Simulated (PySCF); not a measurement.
# C3H7NSi: core binding energies at several levels of theory

How much do the core binding energies of C3H7NSi (`C=N[SiH]1CC1`) depend on the level of theory, and what does each level cost?

Programs: PySCF 2.14.0, with density-fitted response routines of our own. Each step states its level of theory. These are calculated values for one molecule in the gas phase, unless marked as measured. Atoms are numbered from 0 throughout.

### 1 Starting geometry

12 atoms, charge 0, multiplicity 1; geometry from: PBE0-D3(BJ)/def2-SVP.

Bonds of the start (Å): C0–N1 1.26, N1–Si2 1.74, Si2–C3 1.85, C3–C4 1.54, C4–Si2 1.85, C0–H5 1.11, C0–H6 1.11, Si2–H7 1.49, C3–H8 1.10, C3–H9 1.10, C4–H10 1.10, C4–H11 1.10.

### 2 X-ray photoelectron lines: SCAN, X2C

Job settings and geometry (Å):

```
{"job": {"kind": "xps"}, "charge": 0, "multiplicity": 1}
C      2.455934    -0.851174     0.132188
N      1.227904    -0.726565     0.400573
Si     0.087262     0.320563    -0.390596
C     -1.677857    -0.239269    -0.360004
C     -1.342731     0.884226     0.642289
H      2.988889    -0.294538    -0.668803
H      3.083773    -1.556028     0.708415
H      0.598167     1.163325    -1.507927
H     -1.894877    -1.223922     0.067841
H     -2.343069     0.021206    -1.190665
H     -1.350770     0.608297     1.702211
H     -1.792868     1.865011     0.453032
```

Method: delta-SCF UKS SCAN, pcX-2 on the ionised atom, pcseg-1 elsewhere, spin-free X2C.

Started as:

```bash
OMP_NUM_THREADS=1 python probes_run.py task.json out
```

This one command runs all jobs of the session in turn.

The program printed:

```text
ground state, core basis on atom 0 (C), 140 functions
  cycle   1  E = -463.13113650  |g| = 5.98e-01
  cycle   2  E = -462.84685799  |g| = 1.14e+00
  cycle   3  E = -463.21774711  |g| = 1.93e-01
  cycle   4  E = -463.22637574  |g| = 6.37e-02
  cycle   5  E = -463.22724026  |g| = 2.85e-02
  cycle   6  E = -463.22747282  |g| = 8.16e-03
  cycle   7  E = -463.22749240  |g| = 1.75e-03
  cycle   8  E = -463.22749182  |g| = 7.11e-04
  cycle   9  E = -463.22749282  |g| = 1.01e-04
  E(ground) = -463.26849259 Eh
hole in C 1s of atom 0
  cycle   1  E = -451.92395359  |g| = 1.50e+00
  cycle   2  E = -450.26024752  |g| = 2.15e+00
  cycle   3  E = -452.15023333  |g| = 7.61e-01
  cycle   4  E = -452.20615720  |g| = 6.86e-01
  cycle   5  E = -452.48975158  |g| = 1.70e-01
  cycle   6  E = -452.50848836  |g| = 8.59e-02
  cycle   7  E = -452.51460162  |g| = 1.53e-02
  cycle   8  E = -452.51475390  |g| = 9.54e-03
  cycle   9  E = -452.51485149  |g| = 6.04e-03
  cycle  10  E = -452.51491335  |g| = 2.44e-03
  cycle  11  E = -452.51492289  |g| = 1.47e-03
  cycle  12  E = -452.51492381  |g| = 3.20e-04
  E(ion) = -452.55450265 Eh   <S^2> = 0.8683   hole on atom = 1.000   binding energy = 291.543 eV
ground state, core basis on atom 1 (N), 140 functions
  cycle   1  E = -463.24066150  |g| = 7.49e-02
  cycle   2  E = -463.24031410  |g| = 4.51e-02
  cycle   3  E = -463.23990285  |g| = 6.13e-02
  cycle   4  E = -463.24078440  |g| = 5.87e-03
  cycle   5  E = -463.24079220  |g| = 1.52e-03
  cycle   6  E = -463.24079290  |g| = 3.89e-04
  E(ground) = -463.28047884 Eh
hole in N 1s of atom 1
  cycle   1  E = -447.65798619  |g| = 1.86e+00
  cycle   2  E = -445.81156030  |g| = 2.36e+00
  cycle   3  E = -447.91194926  |g| = 8.73e-01
  cycle   4  E = -448.21161146  |g| = 5.36e-01
  cycle   5  E = -448.33834073  |g| = 2.33e-01
  cycle   6  E = -448.37408559  |g| = 8.38e-02
  cycle   7  E = -448.37965192  |g| = 2.24e-02
  cycle   8  E = -448.38006248  |g| = 7.97e-03
  cycle   9  E = -448.38013785  |g| = 4.99e-03
  cycle  10  E = -448.38020971  |g| = 3.45e-03
  cycle  11  E = -448.38027087  |g| = 2.88e-03
  cycle  12  E = -448.38034228  |g| = 3.22e-03
  cycle  13  E = -448.38037541  |g| = 3.14e-03
  cycle  14  E = -448.38038942  |g| = 1.39e-03
  cycle  15  E = -448.38039100  |g| = 9.51e-04
  cycle  16  E = -448.38039225  |g| = 2.16e-04
  E(ion) = -448.41845660 Eh   <S^2> = 0.8611   hole on atom = 1.000   binding energy = 404.416 eV
ground state, core basis on atom 2 (Si), 151 functions
  cycle   1  E = -463.32625917  |g| = 2.88e-01
  cycle   2  E = -463.32615057  |g| = 5.00e-02
  cycle   3  E = -463.32552112  |g| = 6.26e-02
  cycle   4  E = -463.32643837  |g| = 2.17e-02
  cycle   5  E = -463.32655221  |g| = 4.69e-03
  cycle   6  E = -463.32655692  |g| = 9.37e-04
  cycle   7  E = -463.32655612  |g| = 1.70e-04
  E(ground) = -463.32590034 Eh
hole in Si 1s of atom 2
  cycle   1  E = -394.40249967  |g| = 4.35e+00
  cycle   2  E = -394.24853346  |g| = 2.27e+00
  cycle   3  E = -394.79619956  |g| = 1.02e+00
  cycle   4  E = -395.37637112  |g| = 4.04e-01
  cycle   5  E = -395.43416121  |g| = 2.64e-01
  cycle   6  E = -395.46546309  |g| = 6.90e-02
  cycle   7  E = -395.46741685  |g| = 2.50e-02
  cycle   8  E = -395.46773135  |g| = 9.29e-03
  cycle   9  E = -395.46776743  |g| = 4.48e-03
  cycle  10  E = -395.46778087  |g| = 7.79e-04
  cycle  11  E = -395.46778189  |g| = 3.21e-04
  E(ion) = -395.47448758 Eh   <S^2> = 0.7531   hole on atom = 1.000   binding energy = 1846.331 eV
hole in Si 2p of atom 2
  cycle   1  E = -459.06185685  |g| = 1.24e+00
  cycle   2  E = -458.72787822  |g| = 1.28e+00
  cycle   3  E = -459.29708517  |g| = 3.93e-01
  cycle   4  E = -459.38436707  |g| = 1.35e-01
  cycle   5  E = -459.39026963  |g| = 8.81e-02
  cycle   6  E = -459.39361773  |g| = 2.94e-02
  cycle   7  E = -459.39404122  |g| = 5.74e-03
  cycle   8  E = -459.39404940  |g| = 4.38e-03
  cycle   9  E = -459.39406163  |g| = 5.85e-04
  cycle  10  E = -459.39406131  |g| = 2.56e-04
  E(ion) = -459.40445794 Eh   <S^2> = 0.7544   hole on atom = 1.002   binding energy = 106.708 eV
  2p3/2 = 106.532 eV   2p1/2 = 107.157 eV
ground state, core basis on atom 3 (C), 140 functions
  cycle   1  E = -463.22708502  |g| = 6.19e-02
  cycle   2  E = -463.22694502  |g| = 3.45e-02
  cycle   3  E = -463.22706251  |g| = 2.88e-02
  cycle   4  E = -463.22729201  |g| = 8.18e-03
  cycle   5  E = -463.22731044  |g| = 1.86e-03
  cycle   6  E = -463.22731145  |g| = 5.62e-04
  cycle   7  E = -463.22731117  |g| = 1.55e-04
  E(ground) = -463.26844839 Eh
hole in C 1s of atom 3
  cycle   1  E = -451.98821006  |g| = 1.51e+00
  cycle   2  E = -451.18780122  |g| = 1.90e+00
  cycle   3  E = -452.52613240  |g| = 3.38e-01
  cycle   4  E = -452.56793201  |g| = 1.22e-01
  cycle   5  E = -452.57389979  |g| = 6.06e-02
  cycle   6  E = -452.57556914  |g| = 2.68e-02
  cycle   7  E = -452.57586287  |g| = 1.10e-02
  cycle   8  E = -452.57592982  |g| = 2.31e-03
  cycle   9  E = -452.57593387  |g| = 1.56e-03
  cycle  10  E = -452.57593541  |g| = 7.67e-04
  cycle  11  E = -452.57593540  |g| = 1.61e-04
  E(ion) = -452.61582621 Eh   <S^2> = 0.7719   hole on atom = 1.000   binding energy = 289.873 eV
```

It took 31 s on 1 thread of Arm Neoverse V1, shared host; peak memory 0.48 GiB.

The holes in one table. −ε is the ground-state orbital energy:

```csv
hole,stands for,environment,ΔSCF (eV; 2p as the shell's mean),−ε (eV),⟨S²⟩
C1s on C0,C0,C=N carbon,291.54 (doubtful),275.2,0.868
N1s on N1,N1,imine nitrogen,404.42 (doubtful),385.9,0.861
Si1s on Si2,Si2,"silicon bonded to 2 C, N, H, in a 3-membered ring",1846.33,1793.3,0.753
Si2p on Si2,Si2,"silicon bonded to 2 C, N, H, in a 3-membered ring",106.74,96.1,0.754
C1s on C3,"C3, C4",three-membered-ring carbon,289.87,273.5,0.772
```

Each hole run stands for the others of its class of like atoms.

Doubtful: the ion did not converge, its hole moved, or its ⟨S²⟩ is well above 0.75.

With the spin-orbit splitting: Si2 2p3/2 106.53, 2p1/2 107.16 eV. The table gives each 2p level as the mean over the whole 2p shell (two parts 2p3/2, one part 2p1/2), which differs a little from the single hole in the log.

### 3 Core holes by ΔSCF: B3LYP, X2C

The job, as its differences from that of step 2:

```diff
@@ -1,2 +1,2 @@
-{"job": {"kind": "xps"}, "charge": 0, "multiplicity": 1}
+{"job": {"kind": "xps", "xc": "B3LYP"}, "charge": 0, "multiplicity": 1}
 C      2.455934    -0.851174     0.132188
```

Level: delta-SCF UKS B3LYP, pcX-2 on the ionised atom, pcseg-1 elsewhere, spin-free X2C.

The program printed:

```text
ground state, core basis on atom 0 (C), 140 functions
  cycle   1  E = -463.28052068  |g| = 5.07e-01
  cycle   2  E = -463.13591703  |g| = 9.00e-01
  cycle   3  E = -463.34633893  |g| = 1.15e-01
  cycle   4  E = -463.34897184  |g| = 4.79e-02
  cycle   5  E = -463.34948393  |g| = 1.47e-02
  cycle   6  E = -463.34954125  |g| = 2.92e-03
  cycle   7  E = -463.34954402  |g| = 3.63e-04
  E(ground) = -463.34923744 Eh
hole in C 1s of atom 0
  cycle   1  E = -452.04824935  |g| = 1.50e+00
  cycle   2  E = -450.56392424  |g| = 2.10e+00
  cycle   3  E = -452.33505232  |g| = 6.93e-01
  cycle   4  E = -452.45177015  |g| = 5.44e-01
  cycle   5  E = -452.61845281  |g| = 1.17e-01
  cycle   6  E = -452.62601533  |g| = 3.92e-02
  cycle   7  E = -452.62672912  |g| = 1.38e-02
  cycle   8  E = -452.62690610  |g| = 4.56e-03
  cycle   9  E = -452.62695875  |g| = 2.61e-03
  cycle  10  E = -452.62700975  |g| = 2.47e-03
  cycle  11  E = -452.62703414  |g| = 1.48e-03
  cycle  12  E = -452.62703790  |g| = 2.77e-04
  E(ion) = -452.62675623 Eh   <S^2> = 0.8269   hole on atom = 1.000   binding energy = 291.774 eV
ground state, core basis on atom 1 (N), 140 functions
  cycle   1  E = -463.36109775  |g| = 5.65e-02
  cycle   2  E = -463.36062909  |g| = 5.37e-02
  cycle   3  E = -463.36099355  |g| = 3.46e-02
  cycle   4  E = -463.36124918  |g| = 2.36e-03
  cycle   5  E = -463.36125072  |g| = 6.56e-04
  cycle   6  E = -463.36125013  |g| = 1.30e-04
  E(ground) = -463.36092968 Eh
hole in N 1s of atom 1
  cycle   1  E = -447.78708832  |g| = 1.87e+00
  cycle   2  E = -446.09609605  |g| = 2.34e+00
  cycle   3  E = -448.12904460  |g| = 7.83e-01
  cycle   4  E = -448.38575227  |g| = 4.56e-01
  cycle   5  E = -448.48138383  |g| = 1.69e-01
  cycle   6  E = -448.49937034  |g| = 2.57e-02
  cycle   7  E = -448.49980423  |g| = 6.89e-03
  cycle   8  E = -448.49986130  |g| = 2.68e-03
  cycle   9  E = -448.49989720  |g| = 1.70e-03
  cycle  10  E = -448.49992195  |g| = 1.10e-03
  cycle  11  E = -448.49993010  |g| = 6.93e-04
  cycle  12  E = -448.49993262  |g| = 1.52e-04
  E(ion) = -448.49968729 Eh   <S^2> = 0.7785   hole on atom = 1.000   binding energy = 404.395 eV
ground state, core basis on atom 2 (Si), 151 functions
  cycle   1  E = -463.41994141  |g| = 1.67e-01
  cycle   2  E = -463.41981750  |g| = 5.65e-02
  cycle   3  E = -463.41960873  |g| = 5.79e-02
  cycle   4  E = -463.42027211  |g| = 1.71e-02
  cycle   5  E = -463.42033137  |g| = 3.05e-03
  cycle   6  E = -463.42033251  |g| = 5.29e-04
  cycle   7  E = -463.42033363  |g| = 9.50e-05
  E(ground) = -463.42012706 Eh
hole in Si 1s of atom 2
  cycle   1  E = -394.53392582  |g| = 4.39e+00
  cycle   2  E = -394.63719565  |g| = 2.14e+00
  cycle   3  E = -395.21231122  |g| = 8.35e-01
  cycle   4  E = -395.55965142  |g| = 3.22e-01
  cycle   5  E = -395.60815053  |g| = 1.47e-01
  cycle   6  E = -395.61716531  |g| = 4.06e-02
  cycle   7  E = -395.61784371  |g| = 1.33e-02
  cycle   8  E = -395.61792963  |g| = 3.50e-03
  cycle   9  E = -395.61793660  |g| = 6.72e-04
  cycle  10  E = -395.61793692  |g| = 1.53e-04
  E(ion) = -395.61775008 Eh   <S^2> = 0.7521   hole on atom = 1.000   binding energy = 1844.997 eV
hole in Si 2p of atom 2
  cycle   1  E = -459.16221331  |g| = 1.24e+00
  cycle   2  E = -459.01274354  |g| = 1.14e+00
  cycle   3  E = -459.44652958  |g| = 2.91e-01
  cycle   4  E = -459.49199084  |g| = 9.78e-02
  cycle   5  E = -459.49552920  |g| = 5.45e-02
  cycle   6  E = -459.49677294  |g| = 1.56e-02
  cycle   7  E = -459.49689334  |g| = 2.18e-03
  cycle   8  E = -459.49689523  |g| = 1.04e-03
  cycle   9  E = -459.49689623  |g| = 2.24e-04
  E(ion) = -459.49671479 Eh   <S^2> = 0.7521   hole on atom = 1.002   binding energy = 106.761 eV
  2p3/2 = 106.542 eV   2p1/2 = 107.161 eV
ground state, core basis on atom 3 (C), 140 functions
  cycle   1  E = -463.34857114  |g| = 4.51e-02
  cycle   2  E = -463.34856575  |g| = 2.18e-02
  cycle   3  E = -463.34863742  |g| = 1.50e-02
  cycle   4  E = -463.34869176  |g| = 3.69e-03
  cycle   5  E = -463.34869727  |g| = 6.93e-04
  cycle   6  E = -463.34869680  |g| = 2.18e-04
  E(ground) = -463.34842874 Eh
hole in C 1s of atom 3
  cycle   1  E = -452.11529729  |g| = 1.52e+00
  cycle   2  E = -451.48241622  |g| = 1.83e+00
  cycle   3  E = -452.66410728  |g| = 2.65e-01
  cycle   4  E = -452.69156271  |g| = 6.96e-02
  cycle   5  E = -452.69355447  |g| = 3.02e-02
  cycle   6  E = -452.69400484  |g| = 9.32e-03
  cycle   7  E = -452.69404165  |g| = 3.56e-03
  cycle   8  E = -452.69404896  |g| = 7.66e-04
  cycle   9  E = -452.69404957  |g| = 2.49e-04
  E(ion) = -452.69381549 Eh   <S^2> = 0.7614   hole on atom = 1.000   binding energy = 289.927 eV
```

Run time: 33 s. Hardware: 1 thread of Arm Neoverse V1, shared host; peak memory 0.55 GiB.

The holes in one table. −ε is the ground-state orbital energy:

| hole | stands for | environment | ΔSCF (eV; 2p as the shell's mean) | −ε (eV) | ⟨S²⟩ |
| --- | --- | --- | --- | --- | --- |
| C1s on C0 | C0 | C=N carbon | 291.77 | 278.6 | 0.827 |
| N1s on N1 | N1 | imine nitrogen | 404.40 | 389.7 | 0.778 |
| Si1s on Si2 | Si2 | silicon bonded to 2 C, N, H, in a 3-membered ring | 1845.00 | 1802.9 | 0.752 |
| Si2p on Si2 | Si2 | silicon bonded to 2 C, N, H, in a 3-membered ring | 106.75 | 98.8 | 0.752 |
| C1s on C3 | C3, C4 | three-membered-ring carbon | 289.93 | 276.8 | 0.761 |

Each hole run stands for the others of its class of like atoms.

With the spin-orbit splitting: Si2 2p3/2 106.54, 2p1/2 107.16 eV. The table gives each 2p level as the mean over the whole 2p shell (two parts 2p3/2, one part 2p1/2), which differs a little from the single hole in the log.

### 4 X-ray photoelectron lines: PBE0, X2C

The job, as its differences from that of step 3:

```diff
@@ -1,2 +1,2 @@
-{"job": {"kind": "xps", "xc": "B3LYP"}, "charge": 0, "multiplicity": 1}
+{"job": {"kind": "xps", "xc": "PBE0"}, "charge": 0, "multiplicity": 1}
 C      2.455934    -0.851174     0.132188
```

Method: delta-SCF UKS PBE0, pcX-2 on the ionised atom, pcseg-1 elsewhere, spin-free X2C.

The program printed:

```text
ground state, core basis on atom 0 (C), 140 functions
  cycle   1  E = -462.93614834  |g| = 4.41e-01
  cycle   2  E = -462.85055864  |g| = 7.31e-01
  cycle   3  E = -462.98692452  |g| = 8.81e-02
  cycle   4  E = -462.98837583  |g| = 4.06e-02
  cycle   5  E = -462.98875881  |g| = 1.02e-02
  cycle   6  E = -462.98878572  |g| = 2.15e-03
  cycle   7  E = -462.98878597  |g| = 3.13e-04
  E(ground) = -462.98856728 Eh
hole in C 1s of atom 0
  cycle   1  E = -451.70858537  |g| = 1.50e+00
  cycle   2  E = -450.39031598  |g| = 1.99e+00
  cycle   3  E = -452.01022447  |g| = 6.70e-01
  cycle   4  E = -452.17337317  |g| = 4.41e-01
  cycle   5  E = -452.27916401  |g| = 1.13e-01
  cycle   6  E = -452.28530609  |g| = 3.59e-02
  cycle   7  E = -452.28601641  |g| = 1.06e-02
  cycle   8  E = -452.28617262  |g| = 5.21e-03
  cycle   9  E = -452.28627015  |g| = 3.46e-03
  cycle  10  E = -452.28638902  |g| = 3.42e-03
  cycle  11  E = -452.28640854  |g| = 1.71e-03
  cycle  12  E = -452.28641389  |g| = 2.56e-04
  E(ion) = -452.28620717 Eh   <S^2> = 0.8637   hole on atom = 1.000   binding energy = 291.226 eV
ground state, core basis on atom 1 (N), 140 functions
  cycle   1  E = -463.00100343  |g| = 7.56e-02
  cycle   2  E = -463.00058205  |g| = 5.19e-02
  cycle   3  E = -463.00068131  |g| = 4.76e-02
  cycle   4  E = -463.00117121  |g| = 1.45e-03
  cycle   5  E = -463.00117151  |g| = 4.04e-04
  E(ground) = -463.00093632 Eh
hole in N 1s of atom 1
  cycle   1  E = -447.44149633  |g| = 1.87e+00
  cycle   2  E = -445.95823291  |g| = 2.23e+00
  cycle   3  E = -447.82595658  |g| = 7.39e-01
  cycle   4  E = -448.07864657  |g| = 3.82e-01
  cycle   5  E = -448.14425142  |g| = 1.40e-01
  cycle   6  E = -448.15559967  |g| = 1.73e-02
  cycle   7  E = -448.15585915  |g| = 6.45e-03
  cycle   8  E = -448.15593493  |g| = 3.67e-03
  cycle   9  E = -448.15599243  |g| = 2.80e-03
  cycle  10  E = -448.15603808  |g| = 2.12e-03
  cycle  11  E = -448.15606098  |g| = 1.01e-03
  cycle  12  E = -448.15606405  |g| = 2.25e-04
  E(ion) = -448.15588031 Eh   <S^2> = 0.7926   hole on atom = 1.000   binding energy = 403.955 eV
ground state, core basis on atom 2 (Si), 151 functions
  cycle   1  E = -463.05901977  |g| = 2.11e-01
  cycle   2  E = -463.05879880  |g| = 5.64e-02
  cycle   3  E = -463.05826293  |g| = 7.23e-02
  cycle   4  E = -463.05936549  |g| = 1.34e-02
  cycle   5  E = -463.05940455  |g| = 2.04e-03
  cycle   6  E = -463.05940577  |g| = 3.71e-04
  E(ground) = -463.05927471 Eh
hole in Si 1s of atom 2
  cycle   1  E = -394.20442984  |g| = 4.39e+00
  cycle   2  E = -394.46063359  |g| = 2.00e+00
  cycle   3  E = -394.97325349  |g| = 7.41e-01
  cycle   4  E = -395.24685098  |g| = 2.72e-01
  cycle   5  E = -395.28231668  |g| = 1.13e-01
  cycle   6  E = -395.28765029  |g| = 3.00e-02
  cycle   7  E = -395.28802369  |g| = 9.39e-03
  cycle   8  E = -395.28806764  |g| = 2.32e-03
  cycle   9  E = -395.28807137  |g| = 5.70e-04
  cycle  10  E = -395.28807162  |g| = 1.82e-04
  E(ion) = -395.28794216 Eh   <S^2> = 0.7522   hole on atom = 1.000   binding energy = 1844.152 eV
hole in Si 2p of atom 2
  cycle   1  E = -458.81479223  |g| = 1.23e+00
  cycle   2  E = -458.74027581  |g| = 1.05e+00
  cycle   3  E = -459.10741142  |g| = 2.64e-01
  cycle   4  E = -459.14499547  |g| = 8.29e-02
  cycle   5  E = -459.14752401  |g| = 4.55e-02
  cycle   6  E = -459.14839937  |g| = 1.20e-02
  cycle   7  E = -459.14847099  |g| = 1.67e-03
  cycle   8  E = -459.14847213  |g| = 9.60e-04
  cycle   9  E = -459.14847327  |g| = 2.57e-04
  E(ion) = -459.14834715 Eh   <S^2> = 0.7525   hole on atom = 1.002   binding energy = 106.422 eV
  2p3/2 = 106.204 eV   2p1/2 = 106.820 eV
ground state, core basis on atom 3 (C), 140 functions
  cycle   1  E = -462.98850579  |g| = 5.93e-02
  cycle   2  E = -462.98851088  |g| = 1.71e-02
  cycle   3  E = -462.98851362  |g| = 1.72e-02
  cycle   4  E = -462.98858575  |g| = 3.22e-03
  cycle   5  E = -462.98858638  |g| = 6.70e-04
  cycle   6  E = -462.98858695  |g| = 1.30e-04
  E(ground) = -462.98840619 Eh
hole in C 1s of atom 3
  cycle   1  E = -451.77379973  |g| = 1.52e+00
  cycle   2  E = -451.29040476  |g| = 1.70e+00
  cycle   3  E = -452.32398607  |g| = 2.55e-01
  cycle   4  E = -452.35012815  |g| = 5.95e-02
  cycle   5  E = -452.35159764  |g| = 2.54e-02
  cycle   6  E = -452.35191671  |g| = 7.73e-03
  cycle   7  E = -452.35194413  |g| = 3.55e-03
  cycle   8  E = -452.35195250  |g| = 8.94e-04
  cycle   9  E = -452.35195337  |g| = 2.71e-04
  E(ion) = -452.35179413 Eh   <S^2> = 0.7653   hole on atom = 1.000   binding energy = 289.437 eV
```

Run time: 33 s. Hardware: 1 thread of Arm Neoverse V1, shared host; peak memory 0.54 GiB.

Binding energies by hole, beside the orbital energy of the ground state; the difference holds orbital relaxation and, for a density functional, its self-interaction error:

```
       hole  stands for                                        environment  ΔSCF (eV; 2p as the shell's mean)  −ε (eV)   ⟨S²⟩
  C1s on C0          C0                                         C=N carbon                  291.23 (doubtful)    280.0  0.864
  N1s on N1          N1                                     imine nitrogen                             403.95    391.5  0.793
Si1s on Si2         Si2  silicon bonded to 2 C, N, H, in a 3-membered ring                            1844.15   1806.6  0.752
Si2p on Si2         Si2  silicon bonded to 2 C, N, H, in a 3-membered ring                             106.41     99.5  0.753
  C1s on C3      C3, C4                         three-membered-ring carbon                             289.44    278.2  0.765
```

Each hole run stands for the others of its class of like atoms.

Doubtful: the ion did not converge, its hole moved, or its ⟨S²⟩ is well above 0.75.

With the spin-orbit splitting: Si2 2p3/2 106.20, 2p1/2 106.82 eV. The table gives each 2p level as the mean over the whole 2p shell (two parts 2p3/2, one part 2p1/2), which differs a little from the single hole in the log.

[end of part 1 of 3]
